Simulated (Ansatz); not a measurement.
**AlCl₂H₄N (built from SMILES N.[Cl][AlH][Cl]): search for a transition state**

Aim: find the saddle point of a four-centre ligand exchange that is to form Al1–N6, H2–H5 and break Al1–H2, H5–N6, prove it by its vibrations, and relax downhill on both sides to see what it joins.

Program: Ansatz 0.2.0, Gaussian basis. Level of theory: PBE0-D4, def2-SVP first, then def2-TZVP. These are calculated values, not measurements.

152 further runs of the same task are left out: 152 set aside as unsound or not needed.

**1. Where the work starts**

The guess: 8 atoms, charge 0, spin multiplicity 1.

Atoms are counted from 1 here; the program's logs count them from 0.

Bond lengths: Al1–H2 1.798 Å, Al1–Cl3 2.029 Å, Al1–Cl4 2.030 Å, Al1–H5 1.761 Å, Al1–N6 1.859 Å, N6–H7 1.013 Å, N6–H8 1.013 Å. Angles: H2–Al1–Cl3 104.8°, H2–Al1–Cl4 104.7°, H2–Al1–H5 34.8°, H2–Al1–N6 84.7°, Cl3–Al1–Cl4 124.5°, Cl3–Al1–H5 115.6°, Cl3–Al1–N6 114.4°, Cl4–Al1–H5 115.5°, Cl4–Al1–N6 114.3°, H5–Al1–N6 49.8°, Al1–N6–H7 125.4°, Al1–N6–H8 125.4°, H7–N6–H8 106.8°.

Geometry (Å):

| atom | x (Å) | y (Å) | z (Å) |
| --- | --- | --- | --- |
| Al1 | -0.6663 | -0.1654 | 0.4751 |
| H2 | -0.2439 | 1.5824 | 0.4660 |
| Cl3 | -2.4683 | -0.2666 | -0.4524 |
| Cl4 | -0.3202 | -0.7692 | 2.3816 |
| H5 | 0.4448 | 1.0501 | -0.1499 |
| N6 | 0.7929 | -0.3458 | -0.6624 |
| H7 | 0.7441 | -0.4286 | -1.6710 |
| H8 | 1.7170 | -0.6568 | -0.3870 |

Distances that are to change: Al1–N6 1.86 Å, H2–H5 1.07 Å, Al1–H2 1.80 Å, H5–N6 1.53 Å.

**2. Constrained relaxation of the guess**

hold/in.yaml

```yaml
crystal:
  periodic: [false, false, false]
  atoms:
    - {symbol: Al, position_ang: [-0.666300, -0.165400, 0.475100]}
    - {symbol: H, position_ang: [-0.243900, 1.582400, 0.466000]}
    - {symbol: Cl, position_ang: [-2.468300, -0.266600, -0.452400]}
    - {symbol: Cl, position_ang: [-0.320200, -0.769200, 2.381600]}
    - {symbol: H, position_ang: [0.444800, 1.050100, -0.149900]}
    - {symbol: N, position_ang: [0.792900, -0.345800, -0.662400]}
    - {symbol: H, position_ang: [0.744100, -0.428600, -1.671000]}
    - {symbol: H, position_ang: [1.717000, -0.656800, -0.387000]}
basis:
  gaussian: {orbitals: def2-SVP}
hamiltonian: {xc: pbe0, dispersion: d4}
relax: {f_tol: 0.04, max_steps: 150, escape_saddle: false, constraints: [{distance: [0, 5]}, {distance: [1, 4]}, {distance: [0, 1]}, {distance: [4, 5]}]}
```

Run with:

```sh
$ ansatz run in.yaml --threads 4 --pin off --events-out ev --progress --plain --max-ram 9574MiB
```

After this run come: A starting Hessian; Saddle search in the small basis; Saddle search in triple zeta; Vibrations at the point found; Relaxing after a step of 0.30 Å one way along the mode; Relaxing after a step of 0.30 Å the other way along the mode.

What does the calculation give? Wanted: imaginary mode; barrier from the start side; barrier from the end side; energy of the step; pairs that change; zero-point energy at the saddle.

The runs gave:

| quantity | value |
| --- | --- |
| imaginary mode | 1236i cm⁻¹ |
| barrier from the start side | 1.475 eV |
| barrier from the end side | 0.718 eV |
| energy of the step | +0.757 eV |
| pairs that change | Al1–N6 tightened, H2–H5 formed, Al1–H2 broken, H5–N6 broken |
| zero-point energy at the saddle | 1.196 eV |

The point has a single imaginary mode (1236i cm⁻¹), as a transition state must. The two relaxations end on the structures that were planned. At PBE0-D4/def2-TZVP the electronic barrier is 1.475 eV, about 57 kT at 298 K, and the step runs 0.757 eV uphill. The barrier is thin enough for tunnelling; the leading (Wigner) term alone is a factor of 2.5 at 298 K. A step off the saddle overshot and began above it in energy, so the link to its end is likely but not proven. The ends are the nearest minima, not always the lowest complexes.
